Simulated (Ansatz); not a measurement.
# (CuSH)4 ring (Cu4H4S4): structure and electronic state

What does (CuSH)4 ring (Cu4H4S4) look like as a singlet, and where do its frontier electrons sit?

Program: Ansatz 0.2.0, Gaussian basis. Level of theory: RKS PBE0-D4/def2-TZVP. These are calculated values, not measurements.

Levels to be run: relaxation at r2SCAN-D4/def2-SVP; a search for the lowest solution at PBE-D4/def2-SVP; a single point at PBE0-D4/def2-TZVP.

1 further run of the same task is left out (set aside as unsound or not needed).

## Step 1: The system as given

12 atoms, charge 0, spin multiplicity 1.

Atoms are counted from 1 here; the program's logs count them from 0.

Bond lengths: Cu1–S2 2.169 Å, Cu1–S8 2.169 Å, S2–Cu3 2.168 Å, S2–H9 1.322 Å, Cu3–S4 2.169 Å, S4–Cu5 2.169 Å, S4–H10 1.322 Å, Cu5–S6 2.169 Å, S6–Cu7 2.168 Å, S6–H11 1.322 Å, Cu7–S8 2.168 Å, S8–H12 1.322 Å. Angles: S2–Cu1–S8 164.0°, Cu1–S2–Cu3 73.4°, Cu1–S2–H9 95.6°, Cu3–S2–H9 95.6°, S2–Cu3–S4 164.1°, Cu3–S4–Cu5 73.4°, Cu3–S4–H10 95.7°, Cu5–S4–H10 95.7°, S4–Cu5–S6 164.0°, Cu5–S6–Cu7 73.4°, Cu5–S6–H11 95.5°, Cu7–S6–H11 95.5°, S6–Cu7–S8 164.0°, Cu1–S8–Cu7 73.3°, Cu1–S8–H12 95.6°, Cu7–S8–H12 95.6°.

Geometry (Å):

```
Cu   -1.2156   -1.3315   -0.3232
S    -2.0619   -1.4566    1.6695
Cu   -0.6905    0.2227    1.6834
S     0.4546    1.9758    2.2485
Cu    1.2159    1.3307    0.3230
S     2.3810    1.1213   -1.4944
Cu    0.6900   -0.2230   -1.6821
S    -0.7734   -1.6411   -2.4237
H    -3.1395   -0.7398    1.3978
H     1.3487    1.3213    2.9698
H     1.8115    2.1323   -2.1282
H    -0.0206   -2.7122   -2.2404
```

No spin-orbit coupling is included.

The start is a GFN2-xTB geometry.

## Step 2: Relaxation at r2SCAN-D4/def2-SVP

Input file in.yaml:

```yaml
crystal:
  periodic: [false, false, false]
  atoms:
    - {symbol: Cu, position_ang: [-1.215650, -1.331450, -0.323160]}
    - {symbol: S, position_ang: [-2.061950, -1.456550, 1.669490]}
    - {symbol: Cu, position_ang: [-0.690500, 0.222730, 1.683400]}
    - {symbol: S, position_ang: [0.454550, 1.975790, 2.248450]}
    - {symbol: Cu, position_ang: [1.215920, 1.330700, 0.322970]}
    - {symbol: S, position_ang: [2.381020, 1.121260, -1.494350]}
    - {symbol: Cu, position_ang: [0.689990, -0.223040, -1.682110]}
    - {symbol: S, position_ang: [-0.773450, -1.641060, -2.423680]}
    - {symbol: H, position_ang: [-3.139470, -0.739760, 1.397780]}
    - {symbol: H, position_ang: [1.348660, 1.321310, 2.969810]}
    - {symbol: H, position_ang: [1.811460, 2.132310, -2.128210]}
    - {symbol: H, position_ang: [-0.020560, -2.712230, -2.240390]}
basis:
  gaussian: {orbitals: def2-SVP}
hamiltonian: {xc: r2scan, dispersion: d4}
scf: {lower_state_search: "off"}
output: {orbitals: {seedname: orbitals}}
relax: {f_tol: 0.02, max_steps: 100}
```

Run with:

```console
> ansatz run in.yaml --threads 2 --pin off --events-out ev --progress --plain --max-ram 22528MiB --backend cuda --devices 0, --max-vram 18GiB
```

Log (excerpt; [...] marks lines left out):

```text
Functional definition: r2SCAN
  name "r2SCAN"
  cite "Furness, Kaplan, Ning, Perdew & Sun, J. Phys. Chem. Lett. 11, 8208 (2020) doi:10.1021/acs.jpclett.0c02405"
  cite "Furness, Kaplan, Ning, Perdew & Sun, J. Phys. Chem. Lett. 11, 9248 (2020) doi:10.1021/acs.jpclett.0c03077"
  parent r2scan
[...]
2588 factors; their error is unknown
[...]
mean field -221936.77572812 eV, -8156.0260738588 hartree, gradient 2.7e-6 eV, S^2 0.000000; 0 other end points of the search recorded, 0 dependent functions left out
[...]
reference -221936.77575818 eV, -8156.0260749635 hartree; 92, 92 occupied and 124, 124 virtual orbitals, 2588 factors
relax step   1: F+E_penalty+E_count = -221936.94622110 eV  Δ(F+E_penalty+E_count) = +0.000e0 eV  max|allowed force component| = 8.851e-1 eV/Å  Δτ_max = 0.0000 Å  (21 SCF iters, accepted)
[...]
relax step   4: F+E_penalty+E_count = -221937.10753277 eV  Δ(F+E_penalty+E_count) = -1.635e-2 eV  max|allowed force component| = 1.591e-1 eV/Å  Δτ_max = 0.1314 Å  (20 SCF iters, accepted)
[...]
relax step   7: F+E_penalty+E_count = -221937.19325827 eV  Δ(F+E_penalty+E_count) = -3.995e-2 eV  max|allowed force component| = 2.526e-1 eV/Å  Δτ_max = 0.1949 Å  (21 SCF iters, accepted)
[...]
relax step  10: F+E_penalty+E_count = -221937.25490886 eV  Δ(F+E_penalty+E_count) = -9.658e-3 eV  max|allowed force component| = 7.065e-2 eV/Å  Δτ_max = 0.0806 Å  (21 SCF iters, accepted)
[...]
relax step  13: F+E_penalty+E_count = -221937.26332572 eV  Δ(F+E_penalty+E_count) = -2.155e-4 eV  max|allowed force component| = 9.096e-3 eV/Å  Δτ_max = 0.0124 Å  (23 SCF iters, accepted)
Total energy: -221937.26335557 eV, -8156.0439938369 hartree
Atom 0 at    -1.172788    -1.284510    -0.313077 Å, force    -0.004815     0.007949     0.005701 eV/Å
Atom 1 at    -1.140033    -1.937368     1.798815 Å, force     0.001045     0.002094    -0.000429 eV/Å
Atom 2 at    -0.665641     0.214433     1.622103 Å, force     0.001117     0.000970    -0.002108 eV/Å
Atom 3 at    -0.251478     2.385674     1.589801 Å, force     0.000541    -0.003764    -0.000005 eV/Å
Atom 4 at     1.174647     1.283190     0.309854 Å, force    -0.002663    -0.004063     0.008865 eV/Å
Atom 5 at     2.706300     0.293452    -0.939483 Å, force    -0.004726     0.006138    -0.002783 eV/Å
Atom 6 at     0.667432    -0.215746    -1.625202 Å, force    -0.002564     0.001949     0.003945 eV/Å
Atom 7 at    -1.314357    -0.741760    -2.451320 Å, force     0.007176    -0.009096     0.003931 eV/Å
Atom 8 at    -2.469718    -1.799185     2.045290 Å, force     0.001603    -0.000891    -0.003883 eV/Å
Atom 9 at     0.517170     2.429613     2.710138 Å, force     0.001256    -0.000015    -0.003666 eV/Å
Atom 10 at     2.919371     1.329509    -1.793290 Å, force     0.004368    -0.002683    -0.002706 eV/Å
Atom 11 at    -0.970882    -1.957292    -2.953632 Å, force    -0.002340     0.001412    -0.006863 eV/Å
Dipole moment:     0.000341    -0.000251    -0.000917 e Å
Checks for a lower state left out: stability, starts, cluster_reference, orbital_swaps, neighbouring_geometries, increment
```

Wall time 38 s (1 × H100 (card shared with other runs) with 2 threads of AMD EPYC 7R13, shared host); peak host memory 0.88 GiB.

Along the way:

| step | energy from step 1 (eV) | largest force component (eV/Å) |
| --- | --- | --- |
| 1 | 0.0000 | 0.8851 |
| 2 | -0.1084 | 0.3825 |
| 3 | -0.1450 | 0.0593 |
| 4 | -0.1613 | 0.1591 |
| 5 | -0.1782 | 0.3258 |
| 6 | -0.2071 | 0.3130 |
| 7 | -0.2470 | 0.2526 |
| 8 | -0.2707 | 0.2157 |
| 9 | -0.2990 | 0.2157 |
| 10 | -0.3087 | 0.0707 |
| 11 | -0.3150 | 0.0737 |
| 12 | -0.3169 | 0.0367 |
| 13 | -0.3171 | 0.0091 |

Close pairs (by a distance rule), those that changed most:

| bond | before (Å) | after (Å) | change (Å) |
| --- | --- | --- | --- |
| Cu1–Cu3 | 2.592 | 2.500 | -0.092 |
| Cu5–Cu7 | 2.591 | 2.500 | -0.091 |
| Cu3–Cu5 | 2.591 | 2.500 | -0.091 |
| Cu1–Cu7 | 2.590 | 2.500 | -0.090 |
| S2–Cu3 | 2.168 | 2.211 | +0.042 |
| Cu1–S2 | 2.169 | 2.211 | +0.042 |
| S6–Cu7 | 2.168 | 2.211 | +0.042 |
| Cu7–S8 | 2.168 | 2.211 | +0.042 |

Bonds by kind at the end (by distance):

| bond | count | shortest (Å) | longest (Å) |
| --- | --- | --- | --- |
| Cu–S | 8 | 2.211 | 2.211 |
| H–S | 4 | 1.359 | 1.359 |

## Step 3: Searching for the lowest solution, PBE-D4/def2-SVP

start.molden holds the orbitals of an earlier run on this state, given as this run's starting guess.

Input file in.yaml:

```yaml
crystal:
  periodic: [false, false, false]
  atoms:
    - {symbol: Cu, position_ang: [-1.172788, -1.284510, -0.313077]}
    - {symbol: S, position_ang: [-1.140033, -1.937368, 1.798815]}
    - {symbol: Cu, position_ang: [-0.665641, 0.214433, 1.622103]}
    - {symbol: S, position_ang: [-0.251478, 2.385674, 1.589801]}
    - {symbol: Cu, position_ang: [1.174647, 1.283190, 0.309854]}
    - {symbol: S, position_ang: [2.706300, 0.293452, -0.939483]}
    - {symbol: Cu, position_ang: [0.667432, -0.215746, -1.625202]}
    - {symbol: S, position_ang: [-1.314357, -0.741760, -2.451320]}
    - {symbol: H, position_ang: [-2.469718, -1.799185, 2.045290]}
    - {symbol: H, position_ang: [0.517170, 2.429613, 2.710138]}
    - {symbol: H, position_ang: [2.919371, 1.329509, -1.793290]}
    - {symbol: H, position_ang: [-0.970882, -1.957292, -2.953632]}
basis:
  gaussian: {orbitals: def2-SVP, initial_orbitals: start.molden}
hamiltonian: {xc: pbe, dispersion: d4}
output: {orbitals: {seedname: orbitals}}
```

Run with:

```console
> ansatz run in.yaml --threads 2 --pin off --events-out ev --progress --plain --max-ram 22528MiB --backend cpu
```

Log:

```text
Functional definition: PBE
  name "PBE"
  cite "Perdew, Burke & Ernzerhof, Phys. Rev. Lett. 77, 3865 (1996) doi:10.1103/PhysRevLett.77.3865"
  parent pbe
  parameter kappa = 0.804
  parameter beta = 0.06672455060314922
  exchange = pbe_x(kappa = kappa, mu = beta*pi^2/3)
  correlation = pbe_c(beta = beta)
2588 factors; their error is unknown
mean field evaluation 1: about -221894.8675 eV, gradient 1.0e1 eV
mean field evaluation 2: about -221895.0059 eV, gradient 1.5e-1 eV
mean field evaluation 4: about -221894.8570 eV, gradient 3.5e-4 eV
mean field evaluation 8: about -221888.9482 eV, gradient 5.9e1 eV
mean field evaluation 16: about -221895.0007 eV, gradient 5.0e-1 eV
mean field -221894.85702907 eV, -8154.4855900821 hartree, gradient 2.3e-5 eV, S^2 0.000000; 1 other end points of the search recorded, 0 dependent functions left out
reference -221894.85711143 eV, -8154.4855931090 hartree; 92, 92 occupied and 124, 124 virtual orbitals, 2588 factors
Total energy: -221895.58201798 eV, -8154.5122329331 hartree
```

Run time: 9 s. Hardware: 2 threads of AMD EPYC 7R13, shared host.

HOMO -5.12 eV, LUMO -1.81 eV.

## Step 4: Single point, PBE0-D4/def2-TZVP

Edit in.yaml of step 3 so:

```diff
@@ -16,4 +16,5 @@
 basis:
-  gaussian: {orbitals: def2-SVP, initial_orbitals: start.molden}
-hamiltonian: {xc: pbe, dispersion: d4}
+  gaussian: {orbitals: def2-TZVP, initial_orbitals: start.molden}
+hamiltonian: {xc: pbe0, dispersion: d4}
+scf: {omitted_lower_state_checks: [starts]}
 output: {orbitals: {seedname: orbitals}}
```

Run with:

```console
> ansatz run in.yaml --threads 2 --pin off --events-out ev --progress --plain --max-ram 22528MiB --backend cuda --devices 0, --max-vram 18GiB
```

Log:

```text
Functional definition: PBE0
  name "PBE0"
  cite "Adamo & Barone, J. Chem. Phys. 110, 6158 (1999) doi:10.1063/1.478522"
  cite "Perdew, Burke & Ernzerhof, Phys. Rev. Lett. 77, 3865 (1996) doi:10.1103/PhysRevLett.77.3865"
  parent pbe
  parameter a = 0.25
  parameter kappa = 0.804
  parameter beta = 0.06672455060314922
  exchange = (1 - a)*pbe_x(kappa = kappa, mu = beta*pi^2/3) + a*exact_x
  correlation = pbe_c(beta = beta)
these checks for a lower state are left out or cut short: starts
3428 factors; their error is unknown
mean field evaluation 1: about -221933.1542 eV, gradient 2.4e2 eV
mean field evaluation 2: about -221939.1472 eV, gradient 1.0e1 eV
mean field evaluation 4: about -221939.6610 eV, gradient 9.0e-3 eV
mean field -221939.89257036 eV, -8156.1406156984 hartree, gradient 4.1e-5 eV, S^2 0.000000; 0 other end points of the search recorded, 0 dependent functions left out
reference -221939.89261873 eV, -8156.1406174760 hartree; 92, 92 occupied and 260, 260 virtual orbitals, 3428 factors
Total energy: -221940.53129227 eV, -8156.1640882956 hartree
Checks for a lower state left out: starts
```

It took 2.7 s on 1 × H100 (card shared with other runs) with 2 threads of AMD EPYC 7R13, shared host; peak host memory 0.95 GiB.

From the report: HOMO -6.95 eV, LUMO -1.40 eV.

Mulliken charges, from this run's orbitals:

| atom | value (e) |
| --- | --- |
| Cu1 | 0.11 |
| S2 | -0.30 |
| Cu3 | 0.11 |
| S4 | -0.30 |
| Cu5 | 0.11 |
| S6 | -0.30 |
| Cu7 | 0.11 |
| S8 | -0.30 |
| H9 | 0.19 |
| H10 | 0.19 |
| H11 | 0.19 |
| H12 | 0.19 |

Largest Mayer bond orders: S2–H9 0.93; S4–H10 0.93; S6–H11 0.93; S8–H12 0.93; Cu1–S2 0.73; Cu1–S8 0.73; S2–Cu3 0.73; Cu3–S4 0.73; S4–Cu5 0.73; Cu5–S6 0.73.

The fields below are evaluated on a grid from the run's orbitals.

Frontier orbitals at PBE0-D4/def2-TZVP, with the share of their density that lies nearest to each atom:

| orbital | energy (eV) | lies on |
| --- | --- | --- |
| HOMO | -6.95 | 4 Cu atoms about 13 % each; 4 S atoms about 11 % each |
| LUMO | -1.40 | 4 Cu atoms about 16 % each; 4 S atoms about 6 % each |

ELF in a plane through or near 4 of the atoms.

Values, 10 rows by 14 columns:
```
0.00 0.00 0.00 0.00 0.00 0.00 0.00 0.00 0.00 0.00 0.00 0.00 0.00 0.00
0.00 0.00 0.00 0.00 0.00 0.00 0.03 0.47 0.07 0.00 0.00 0.00 0.00 0.00
0.00 0.00 0.00 0.00 0.00 0.04 0.34 0.99 0.61 0.02 0.00 0.00 0.00 0.00
0.00 0.00 0.00 0.02 0.10 0.14 0.15 0.51 0.19 0.13 0.04 0.00 0.00 0.00
0.00 0.00 0.78 0.70 0.34 0.51 0.58 0.15 0.66 0.33 0.17 0.09 0.01 0.00
0.00 0.01 0.84 0.79 0.44 0.17 0.17 0.16 0.15 0.44 0.73 0.99 0.72 0.00
0.00 0.00 0.00 0.05 0.13 0.58 0.22 0.16 0.45 0.17 0.12 0.13 0.02 0.00
0.00 0.00 0.00 0.00 0.04 0.14 0.50 0.43 0.17 0.09 0.01 0.00 0.00 0.00
0.00 0.00 0.00 0.00 0.00 0.10 0.95 0.87 0.03 0.00 0.00 0.00 0.00 0.00
0.00 0.00 0.00 0.00 0.00 0.00 0.00 0.00 0.00 0.00 0.00 0.00 0.00 0.00
```
The map spans 12.5 Å across and 12.5 Å up, centred on the molecule. Atoms in the plane (x, y in Å): Cu1 (-1.1, 1.3), Cu3 (-1.3, -1.1), Cu5 (1.1, -1.3), Cu7 (1.4, 1.1).

## Step 5: Outcome

```
                       quantity                           value
                    point group                             D2d
 commonest bond, hydrogen aside  Cu–S, 8 of mean length 2.211 Å
HOMO, LUMO at PBE0-D4/def2-TZVP                 -6.95, -1.40 eV
   dipole at r2SCAN-D4/def2-SVP                          0.00 D
```

In words: The molecule keeps its bonding pattern by the stored test; the atoms moved 1.01 Å (rms), and the angle S6–Cu7–S8 went from 164° to 176°. No usable vibrations, so a minimum isn't proven. The HOMO lies nearest to 4 Cu atoms about 13 % each; 4 S atoms about 11 % each and the LUMO to 4 Cu atoms about 16 % each; 4 S atoms about 6 % each. Whether this spin is the lowest isn't tested here.
